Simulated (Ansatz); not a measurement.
# doublet CH4AlIn+: levels of theory compared

We compute a comparison of 6 runs (UHF/STO-3G, UHF/3-21G, UHF/def2-SVPD, UCAM-B3LYP/def2-SVPD, UPBE0/def2-SVPD, UCCSD/def2-SVPD) of doublet CH4AlIn+. 

The results are computed with Ansatz 0.2.0.

54 further runs of the same task are left out: 54 set aside as unsound or not needed.

## 1. The structure to begin with

CH4AlIn+: 7 atoms, total charge +1, spin state doublet. As SMILES of the parent species, `[CH2]1[AlH][InH]1`. Geometry: relaxed at PBE0-D4/def2-TZVP. That shape belongs to the parent species and isn't relaxed for this state.

Bond lengths: C1–Al2 1.874 Å, Al2–In3 2.543 Å, C1–H4 1.102 Å, C1–H5 1.092 Å, Al2–H6 1.584 Å, In3–H7 1.731 Å. Angles: C1–Al2–In3 65.0°, C1–Al2–H6 138.7°, In3–Al2–H6 138.8°, Al2–C1–H4 120.2°, Al2–C1–H5 127.0°, Al2–In3–H7 161.6°, H4–C1–H5 107.9°.

## 2. A single-point energy at UHF/STO-3G (run 1)

molecule.yaml reads:

```yaml
crystal:
  periodic: [false, false, false]
  atoms:
    - symbol: C
      position_ang: [-0.613000, 0.132400, -0.657400]
    - symbol: Al
      position_ang: [-0.455200, 0.915100, 1.037900]
    - symbol: In
      position_ang: [1.229300, -0.924400, 0.544100]
    - symbol: H
      position_ang: [-0.896900, -0.927600, -0.754800]
    - symbol: H
      position_ang: [-0.866200, 0.635300, -1.593000]
    - symbol: H
      position_ang: [-0.487600, 2.358400, 1.689000]
    - symbol: H
      position_ang: [2.089500, -2.189200, -0.265800]
basis:
  gaussian:
    orbitals: STO-3G
total_charge: 1
magnetization:
  spin_polarized: true
  initial_magnetization: 1
hamiltonian:
  xc: hf
accuracy: high
output: {orbitals: {seedname: orbitals}}
```

Run with:

```console
$ ansatz run molecule.yaml --threads 1 --pin off --max-ram 3480MiB --events-out events.jsonl --progress --plain --runs-dir runs
```

The log of the run:

```text
Warning: RAYON_NUM_THREADS=1 ignored (pool sized by the plan → 1); use --threads N
Functional definition: HF
  name "HF"
  exchange = exact_x
  correlation = 0
880 factors; integrals over basis functions are off by at most 1.5e-8 eV
mean field evaluation 1: about -162212.6221 eV, gradient 2.2e1 eV
mean field evaluation 2: about -162212.6736 eV, gradient 2.2e1 eV
mean field evaluation 4: about -162217.3729 eV, gradient 2.8e0 eV
mean field evaluation 8: about -162218.0530 eV, gradient 5.5e-1 eV
mean field evaluation 16: about -162218.0717 eV, gradient 1.0e-6 eV
mean field -162218.07165008 eV, -5961.4041777823 hartree, gradient 1.7e-8 eV, S^2 0.797397; 0 other end points of the search recorded, 0 dependent functions left out
reference -162218.07165008 eV, -5961.4041777823 hartree; 36, 35 occupied and 9, 10 virtual orbitals, 880 factors
Total energy: -162218.07165008 eV, -5961.4041777823 hartree
```

Wall time 1.4 s (1 thread of Arm Neoverse V2, shared host); peak memory 0.14 GiB.

## 3. A single-point energy at UHF/3-21G (run 2)

input.yaml reads:

```yaml
crystal:
  periodic: [false, false, false]
  atoms:
    - {symbol: C, position_ang: [-0.613000, 0.132400, -0.657400]}
    - {symbol: Al, position_ang: [-0.455200, 0.915100, 1.037900]}
    - {symbol: In, position_ang: [1.229300, -0.924400, 0.544100]}
    - {symbol: H, position_ang: [-0.896900, -0.927600, -0.754800]}
    - {symbol: H, position_ang: [-0.866200, 0.635300, -1.593000]}
    - {symbol: H, position_ang: [-0.487600, 2.358400, 1.689000]}
    - {symbol: H, position_ang: [2.089500, -2.189200, -0.265800]}
basis:
  gaussian:
    orbitals: 3-21G-spherical.json
magnetization:
  spin_polarized: true
  initial_magnetization: 1
accuracy: high
output:
  orbitals: {seedname: orbitals}
total_charge: 1
hamiltonian:
  xc: hf
```

The basis set 3-21G is read from a file made from the Basis Set Exchange's data (not shown).

Run with:

```console
$ ansatz run input.yaml --threads 1 --pin off --max-ram 3480MiB --events-out events.jsonl --progress --plain --runs-dir runs
```

The log of the run:

```text
Warning: RAYON_NUM_THREADS=1 ignored (pool sized by the plan → 1); use --threads N
[... 4 set-up lines as earlier in the session ...]
1336 factors; integrals over basis functions are off by at most 5.3e-9 eV
mean field evaluation 1: about -163123.7668 eV, gradient 3.3e1 eV
mean field evaluation 2: about -163123.9227 eV, gradient 3.3e1 eV
mean field evaluation 4: about -163130.9621 eV, gradient 2.7e0 eV
mean field evaluation 8: about -163131.6326 eV, gradient 6.5e-1 eV
mean field evaluation 16: about -163131.6931 eV, gradient 2.9e-4 eV
mean field evaluation 32: about -163130.1003 eV, gradient 2.6e0 eV
mean field evaluation 64: about -163131.6839 eV, gradient 2.9e-1 eV
mean field evaluation 96: about -163131.1231 eV, gradient 1.4e0 eV
mean field -163131.69311549 eV, -5994.9791473614 hartree, gradient 3.9e-8 eV, S^2 0.801831; 0 other end points of the search recorded, 0 dependent functions left out
reference -163131.69311549 eV, -5994.9791473614 hartree; 36, 35 occupied and 25, 26 virtual orbitals, 1336 factors
Total energy: -163131.69311549 eV, -5994.9791473614 hartree
```

It took 3.3 s on 1 thread of Arm Neoverse V2, shared host; peak memory 0.29 GiB.

Runs 3 to 4 aren't shown in full; the table further down has their settings and results.

## 4. A single-point energy at UPBE0/def2-SVPD (core potential) (run 5)

run.yaml reads:

```yaml
crystal:
  periodic: [false, false, false]
  atoms:
    - {symbol: C, position_ang: [-0.613000, 0.132400, -0.657400]}
    - {symbol: Al, position_ang: [-0.455200, 0.915100, 1.037900]}
    - {symbol: In, position_ang: [1.229300, -0.924400, 0.544100]}
    - {symbol: H, position_ang: [-0.896900, -0.927600, -0.754800]}
    - {symbol: H, position_ang: [-0.866200, 0.635300, -1.593000]}
    - {symbol: H, position_ang: [-0.487600, 2.358400, 1.689000]}
    - {symbol: H, position_ang: [2.089500, -2.189200, -0.265800]}
basis:
  gaussian:
    orbitals: def2-SVPD
total_charge: 1
magnetization:
  spin_polarized: true
  initial_magnetization: 1
hamiltonian:
  xc: pbe0
accuracy: high
output:
  orbitals: {seedname: orbitals}
```

Run with:

```console
$ ansatz run run.yaml --threads 1 --pin off --max-ram 3480MiB --events-out events.jsonl --progress --plain --runs-dir runs
```

The log of the run:

```text
Warning: RAYON_NUM_THREADS=1 ignored (pool sized by the plan → 1); use --threads N
Functional definition: PBE0
  name "PBE0"
  parameter a = 0.25
  parameter kappa = 0.804
  parameter beta = 0.06672455060314922
  exchange = (1 - a)*pbe_x(kappa = kappa, mu = beta*pi^2/3) + a*exact_x
  correlation = pbe_c(beta = beta)
2280 factors; integrals over basis functions are off by at most 3.5e-9 eV
mean field evaluation 1: about -12837.0169 eV, gradient 5.7e1 eV
mean field evaluation 2: about -12730.0034 eV, gradient 9.9e1 eV
mean field evaluation 4: about -12855.5577 eV, gradient 7.2e0 eV
mean field evaluation 8: about -12856.0623 eV, gradient 5.4e-1 eV
mean field evaluation 16: about -12856.1267 eV, gradient 6.2e-3 eV
mean field evaluation 32: about -12856.1267 eV, gradient 1.0e-7 eV
mean field -12856.12672877 eV, -472.4539430868 hartree, gradient 3.9e-8 eV, S^2 0.770160; 2 other end points of the search recorded, 0 dependent functions left out
reference -12856.12673330 eV, -472.4539432529 hartree; 22, 21 occupied and 86, 87 virtual orbitals, 2280 factors
Total energy: -12856.12673330 eV, -472.4539432529 hartree
```

It took 22 s on 1 thread of Arm Neoverse V2, shared host; peak memory 0.54 GiB.

## 5. A single-point energy at UCCSD/def2-SVPD (core potential) (run 6)

in.yaml reads:

```yaml
crystal:
  periodic: [false, false, false]
  atoms:
    - symbol: C
      position_ang: [-0.613000, 0.132400, -0.657400]
    - symbol: Al
      position_ang: [-0.455200, 0.915100, 1.037900]
    - symbol: In
      position_ang: [1.229300, -0.924400, 0.544100]
    - symbol: H
      position_ang: [-0.896900, -0.927600, -0.754800]
    - symbol: H
      position_ang: [-0.866200, 0.635300, -1.593000]
    - symbol: H
      position_ang: [-0.487600, 2.358400, 1.689000]
    - symbol: H
      position_ang: [2.089500, -2.189200, -0.265800]
basis:
  gaussian:
    orbitals: def2-SVPD
total_charge: 1
magnetization:
  spin_polarized: true
  initial_magnetization: 1
correlation:
  method: ccsd
  frozen_orbitals: {Al: 5, C: 1, H: 0, In: 4}
accuracy: high
scf:
  omitted_lower_state_checks: [cluster_reference, increment]
```

Run with:

```console
$ ansatz run in.yaml --threads 1 --pin off --max-ram 3480MiB --events-out events.jsonl --progress --plain --runs-dir runs
```

The log of the run:

```text
Warning: RAYON_NUM_THREADS=1 ignored (pool sized by the plan → 1); use --threads N
[... 14 lines left out ...]
10 core orbitals not correlated: weight in the atoms' cores, before any rotation towards them, 1.000 or more for the frozen orbitals, at most 0.000 for the correlated occupied ones
[... 34 lines left out ...]
Total energy: -12822.27145182 eV, -471.2097846067 hartree
Checks for a lower state left out: cluster_reference, increment
```

Wall time 100 s (1 thread of Arm Neoverse V2, shared host); peak memory 1.7 GiB.

## 6. Overview of the runs

| run | level | core potential | frozen core orbitals | energy (Eh) | HOMO energy (eV) | LUMO energy (eV) | ⟨S²⟩ | wall time |
| --- | --- | --- | --- | --- | --- | --- | --- | --- |
| 1 | UHF/STO-3G | none | – | -5961.404178 | -11.26 | -1.71 | 0.797 | 1.4 s |
| 2 | UHF/3-21G | none | – | -5994.979147 | -13.74 | -5.64 | 0.802 | 3.3 s |
| 3 | UHF/def2-SVPD (core potential) | def2-SVPD | – | -470.901755 | -13.95 | -5.51 | 0.826 | 9.3 s |
| 4 | UCAM-B3LYP/def2-SVPD (core potential) | def2-SVPD | – | -472.566904 | -13.06 | -8.16 | 0.771 | 25 s |
| 5 | UPBE0/def2-SVPD (core potential) | def2-SVPD | – | -472.453943 | -11.94 | -9.15 | 0.770 | 22 s |
| 6 | UCCSD/def2-SVPD (core potential) | def2-SVPD | 10 | -471.209785 | – | – | 0.826 | 100 s |

## 7. Results

```
                                           quantity          value
                                run 6: total energy  -471.20978 Eh
run 6: correlation energy (10 core orbitals frozen)     -308.0 mEh
           run 6: ⟨S²⟩ of the reference determinant          0.826
                               run 6: T1 diagnostic          0.033
```

**Reading.** Totals of different functionals can't be ranked against each other. Some runs of one species differ in core potentials or relativity; totals across that change don't compare. In run 1 the basis is minimal, so the values are rough. In runs 1, 2 relativity is left out where basis or elements ask for it. All runs together took 2.7 min, the longest 100 s.
